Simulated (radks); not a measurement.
**Sn with its nuclear charge varied continuously**

One table from this session's results is given with a row withheld; the runs are named, their logs left out.

Program: radks (a radial shooting solver on a logarithmic mesh, Libxc functionals) version 1. Level of theory: scalar-relativistic Kohn-Sham, PBE, spin-polarised, spherical densities, finite nucleus; open shells are filled with parallel spins first. These are calculated values, not measurements, unless marked.

### What is computed

- element: tin (Z = 50)
- charge: 0
- electrons: 50
- configuration: [Kr] 4d10 5s2 5p2
- nuclear rms radius: 4.6519 fm

Outer shells as boxes (Hund's rule):

Sn
```
[Kr] core
4d [↑↓][↑↓][↑↓][↑↓][↑↓]
5s [↑↓]
5p [↑ ][↑ ][  ]
```

Set-up of the first run:

The run's settings:

```text
Z 50
configuration [Kr] 4d10 5s2 5p2
relativity scalar-relativistic
functional pbe,pbe
spin polarised
nucleus finite rms 4.6519 fm
c 137.035999084
```

Among the steps run: Z = 50.

One table of the session follows, with a row left open; its other results are not shown here.

It belongs to the step «Z = 50». Sizes of the orbitals, from the radial functions (bohr):

| level | <r> | outermost maximum (interpolated) | 90 % within | nodes |
| --- | --- | --- | --- | --- |
| 4p up | ? | ? | ? | ? |
| 4p down | 0.8856 | 0.788 | 1.30 | 2 |
| 4d up | 1.103 | 0.887 | 1.72 | 1 |
| 4d down | 1.096 | 0.887 | 1.70 | 1 |
| 5s up | 2.407 | 2.03 | 3.57 | 4 |
| 5s down | 2.385 | 2.00 | 3.55 | 4 |
| 5p up | 3.205 | 2.57 | 4.91 | 3 |
| 5p down | 3.268 | 2.55 | 5.07 | 3 |

**Question.** Estimate the row for 4p up.

The run gave: <r>: 0.8861; outermost maximum (interpolated): 0.788; 90 % within: 1.30; nodes: 2. In the column «<r>» it lies between 4p down (0.8856) and 4d down (1.096).

To keep in mind: At Z = 50 the central difference of E is -299.744 hartree, against -298.744 from the Hellmann-Feynman theorem; the scalar-relativistic energy here is not variational, so the two differ by a part that grows with Z.
